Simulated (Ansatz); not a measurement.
# C: the cost of one run

Method: DFT LDA, scalar-relativistic, plane waves, PAW, in Ansatz 0.2.0.

### 1 The starting structure

It takes space group P6/mmm (No. 191, hexagonal). The conventional cell has a = 2.456 Å, b = 2.456 Å, c = 8.524 Å, α = 90.00°, β = 90.00°, γ = 120.00°. C (site symmetry -6m2) is surrounded by 3 C at 1.42 Å.

Coordinates:

```
CELL_PARAMETERS angstrom
2.45617 0.00000 0.00000
-1.22809 2.12711 0.00000
0.00000 0.00000 8.52380
ATOMIC_POSITIONS crystal
C 0.33333 0.66667 0.00000
C 0.66667 0.33333 0.00000
```

Source of the structure: the Materials Project (structure only).

### 2 A first look at the start

Input file input.yaml:

```yaml
crystal:
  lattice:
    - [2.4561701622, 0.0, 0.0]
    - [-1.2280850811, 2.1271057565, 0.0]
    - [0.0, 0.0, 8.52380336]
  atoms:
    - { symbol: C, position: [0.33333333, 0.66666667, 0.0] }
    - { symbol: C, position: [0.66666667, 0.33333333, 0.0] }
basis:
  ecutwfc: 420
kpoints:
  mp_grid: { grid: [12, 12, 2] }
hamiltonian:
  xc: lda
scf:
  occupations: { method: gaussian, width: 0.1 }
output:
  forces: true
  stress: true
  eigenvalues: true
```

Launch:

```bash
$ ansatz run input.yaml --threads 1 --pin off --max-ram 2560MiB --backend cpu --events-out ev --progress --plain --runs-dir out
```

What time and memory should one allow on 1 thread of Intel Xeon Platinum 8175M at 2.50GHz (Skylake/Cascade Lake), shared host?

About 1.1 s, with a peak of 0.3 GiB.
